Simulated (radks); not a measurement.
**Sc⁴⁺ in [Ne] 3s2 3p5: an all-electron calculation**

An exercise on one series of results from a longer session: the logs are not shown, and one member is left open.

Method: scalar-relativistic Kohn-Sham, LDA (Slater exchange, Perdew-Wang correlation), spin-polarised, spherical densities, finite nucleus; open shells are filled with parallel spins first. Code: radks (a radial shooting solver on a logarithmic mesh, Libxc functionals) version 1.

**Starting point**

- element: scandium (Z = 21)
- charge: +4
- electrons: 17
- configuration: [Ne] 3s2 3p5
- nuclear rms radius: 3.5459 fm

The outer shells:

Sc⁴⁺
```
[Ne] core
3s [↑↓]
3p [↑↓][↑↓][↑ ]
```

Set-up of the first run:

Input:

```text
Z 21
configuration [Ne] 3s2 3p5
relativity scalar-relativistic
functional lda,pw
spin polarised
nucleus finite rms 3.5459 fm
c 137.035999084
```

Among the steps run: Self-consistent calculation.

One table of the session follows, with a row left open; its other results are not shown here.

It belongs to the step «Radial structure». From the orbitals of this run (lengths in bohr):

| level | <r> | outermost maximum (interpolated) | 90 % within | nodes |
| --- | --- | --- | --- | --- |
| 1s up | 0.07320 | 0.0479 | 0.131 | 0 |
| 1s down | 0.07320 | 0.0479 | 0.131 | 0 |
| 2s up | 0.3443 | 0.284 | 0.536 | 1 |
| 2s down | 0.3442 | 0.284 | 0.535 | 1 |
| 2p up | 0.3078 | 0.232 | 0.507 | 0 |
| 2p down | 0.3077 | 0.232 | 0.507 | 0 |
| 3s up | 1.032 | 0.909 | 1.53 | 2 |
| 3s down | 1.035 | 0.910 | 1.54 | 2 |
| 3p up | 1.087 | 0.937 | 1.65 | 1 |
| 3p down | ? | ? | ? | ? |

Estimate the missing values for 3p down.

As computed: <r>: 1.091; outermost maximum (interpolated): 0.938; 90 % within: 1.66; nodes: 1. In the column «<r>» it is the highest.

Limits of these values: Open shells are spherical and high-spin; term and fine-structure splittings are not resolved.
